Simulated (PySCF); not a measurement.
**[Nd(SH)4]−: other functionals and bases at one geometry**

One table from this session's results is given with a row withheld; the runs are named, their logs left out.

Program: PySCF 2.14.0. Level of theory: several levels, as the steps say, no spin–orbit coupling. These are calculated values, not measurements.

4 further runs of the same task are left out: 2 for a known fault of the program, 1 that didn't finish, 1 set aside as unsound or not needed.

**Starting geometry**

9 atoms, charge -1, spin multiplicity 1.

Bond lengths: Nd1–S2 2.726 Å, Nd1–S4 2.726 Å, Nd1–S6 2.726 Å, Nd1–S8 2.726 Å, S2–H3 1.356 Å, S4–H5 1.356 Å, S6–H7 1.356 Å, S8–H9 1.356 Å. Angles: S2–Nd1–S4 112.6°, S2–Nd1–S6 107.9°, S2–Nd1–S8 107.9°, S4–Nd1–S6 107.9°, S4–Nd1–S8 107.9°, S6–Nd1–S8 112.6°, Nd1–S2–H3 86.3°, Nd1–S4–H5 86.3°, Nd1–S6–H7 86.3°, Nd1–S8–H9 86.3°.

As a file:

```xyz
9
charge -1, multiplicity 1
Nd    0.00000    0.00000   -0.00001
S     1.69769    1.50315    1.51245
H     2.69232    0.99220    0.74510
S    -1.69769   -1.50315    1.51245
H    -2.69232   -0.99220    0.74510
S     1.50309   -1.69776   -1.51240
H     0.99169   -2.69229   -0.74514
S    -1.50309    1.69776   -1.51240
H    -0.99169    2.69229   -0.74514
```

Formal oxidation states: Nd +3. Each metal's 3 4f electrons lie in its core potential, so multiplicities, spins and levels count the valence alone. An earlier session relaxed this geometry at r2SCAN, Nd lcecp-1-SVP with ECP49, S def2-SVP, H def2-SVP (singlet, point group S4).

At r2SCAN on the finer grid: E = -1628.814532 Eh, HOMO -2.17 eV, LUMO 2.60 eV, Mulliken charge on Nd1 +0.60 e, largest force component 0.008 eV/Å. 

Levels to run: BLYP; CAM-B3LYP; HF; wB97X; r2SCAN, TZVP. Hardware: 2 threads of Arm Neoverse V2, shared host.

Set-up of the first run:

Input file run.py (the lines that set the calculation):

```python
mol = gto.M(atom='''
Nd     0.00000     0.00000    -0.00001
S      1.69769     1.50315     1.51245
H      2.69232     0.99220     0.74510
S     -1.69769    -1.50315     1.51245
H     -2.69232    -0.99220     0.74510
S      1.50309    -1.69776    -1.51240
H      0.99169    -2.69229    -0.74514
S     -1.50309     1.69776    -1.51240
H     -0.99169     2.69229    -0.74514''',
    basis={'Nd': 'lcecp-1-SVP', 'S': 'def2-SVP', 'H': 'def2-SVP'},
    ecp={'Nd': 'lcecp-1-SVP'},
    charge=-1, spin=0)
mf = dft.RKS(mol, xc='BLYP')
mf.grids.atom_grid = (75, 302)  # f atoms: unpruned, at least (60, 302)
mf = mf.density_fit()  # fitting sets: Nd AutoAux, S def2-universal-JKFIT, H def2-universal-JKFIT
mf.conv_tol = 1e-08; mf.max_cycle = 55
mf.kernel(dm0)  # dm0: the density of the relaxed state
```

Run with:

```sh
OMP_NUM_THREADS=2 python run.py
```

Steps of the session up to this table: BLYP; CAM-B3LYP; HF; wB97X; r2SCAN, TZVP.

One of the session's tables, all rows but one given; the rest of the session is left out.

| level | HOMO (eV) | gap (eV) | charge on Nd1 (e) | largest force component (eV/Å) |
| --- | --- | --- | --- | --- |
| r2SCAN (relaxed here) | -2.17 | 4.77 | 0.60 | 0.01 |
| BLYP | ? | ? | ? | ? |
| CAM-B3LYP | -4.28 | 7.78 | 0.55 | 0.06 |
| HF | -5.83 | 10.51 | 1.04 | 0.55 |
| wB97X | -5.41 | 9.77 | 0.61 | 0.11 |
| r2SCAN, TZVP | -2.43 | 4.79 | 1.23 | 0.15 |

Estimate the missing values for BLYP.

As computed: HOMO (eV): -1.55; gap (eV): 3.92; charge on Nd1 (e): 0.36; largest force component (eV/Å): 0.29. In the column «HOMO (eV)» it is the highest.

In one basis the HOMO–LUMO gap runs from 3.92 eV (BLYP) to 10.51 eV (HF). The largest leftover force, 0.55 eV/Å with HF, stands at a geometry relaxed at another level. With 4f in the core, its levels are missing from HOMO and gap, and its count is fixed, so no charge can pass from the ligands into it. Total energies of different levels can't be compared.
